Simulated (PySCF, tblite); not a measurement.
# C5H9BO: geometry, infrared bands and NMR shifts

What infrared bands and NMR shifts should C5H9BO (`C=C1CBOCC1`) show?

The runs use tblite 0.8.0 and PySCF 2.14.0, with density-fitted response routines of our own; the level of theory stands in each step. All values are computed, except where a source is named. Atoms count from 0, in the outputs and in this text.

## 1. The starting structure

16 atoms, charge 0, multiplicity 1; geometry from: force field or distance geometry start.

Bonds of the start (Å): C0–C1 1.36, C1–C2 1.50, C2–B3 1.60, B3–O4 1.47, O4–C5 1.40, C5–C6 1.54, C6–C1 1.52, C0–H7 1.09, C0–H8 1.09, C2–H9 1.11, C2–H10 1.11, B3–H11 1.19, C5–H12 1.12, C5–H13 1.11, C6–H14 1.11, C6–H15 1.13.

## 2. Relaxing the molecule with GFN2-xTB

Job settings and geometry (Å):

```
{"job": {"kind": "relax", "xc": "GFN2-xTB", "basis": "xTB"}, "charge": 0, "multiplicity": 1}
C      1.730400    -1.346800    -0.187900
C      0.652700    -0.524800    -0.168600
C     -0.521600    -0.856000    -1.040600
B     -1.703700     0.209200    -0.845700
O     -1.321500     1.539900    -0.357200
C     -0.671400     1.386800     0.874400
C      0.713300     0.724600     0.702000
H      2.608400    -1.127300     0.416900
H      1.731300    -2.236100    -0.810000
H     -0.223400    -0.834200    -2.105300
H     -0.919800    -1.866500    -0.799900
H     -2.791600    -0.202700    -0.592700
H     -0.516500     2.397900     1.324400
H     -1.285100     0.824500     1.612800
H      1.409900     1.454700     0.239000
H      1.100800     0.465900     1.727000
```

Started as:

```bash
$ OMP_NUM_THREADS=1 python probes_run.py task.json out
```

This one command runs all jobs of the session in turn.

**Question.** This job is followed by: GFN2-xTB harmonic vibrations, gas phase; GIAO PBE0/pcSseg-1 NMR shielding, non-relativistic, gas phase. Predict these results of the whole session: strongest single infrared mode (GFN2-xTB); zero-point energy (GFN2-xTB); 13C shifts against TMS (PBE0/pcSseg-1); 1H shifts against TMS (PBE0/pcSseg-1, means over atoms taken as alike); 11B shifts against BF3·OEt2 (PBE0/pcSseg-1); 17O shifts against H2O (PBE0/pcSseg-1).

The runs gave:

| quantity | value |
| --- | --- |
| strongest single infrared mode (GFN2-xTB) | 1366 cm⁻¹, 203 km/mol |
| zero-point energy (GFN2-xTB) | 82.7 kcal/mol |
| 13C shifts against TMS (PBE0/pcSseg-1) | 153.0, 113.2, 73.4, 42.0, 33.1 ppm |
| 1H shifts against TMS (PBE0/pcSseg-1, means over atoms taken as alike) | 5.26, 5.05, 5.03, 4.49, 2.33, 1.98 ppm |
| 11B shifts against BF3·OEt2 (PBE0/pcSseg-1) | 45.6 ppm |
| 17O shifts against H2O (PBE0/pcSseg-1) | 209.8 ppm |

In words: Relaxing lowered the energy by 1.417 eV in 94 steps; the close pair that moved most is B3–O4, from 1.468 to 1.325 Å. All 42 modes are real, so the xTB geometry is a minimum. The strongest single mode, at 1366 cm⁻¹, is carried by B3, O4, H12, H13. Unscaled tight-binding wavenumbers are off by several per cent, some by more. Its intensities can rank the bands wrongly. The most deshielded carbon is C1 (fully substituted alkene carbon), at 153.0 ppm: an sp2 carbon of a C=C bond. At PBE0/pcSseg-1: The largest span, 435 ppm, is at O4, where the paramagnetic term is -265 ppm.
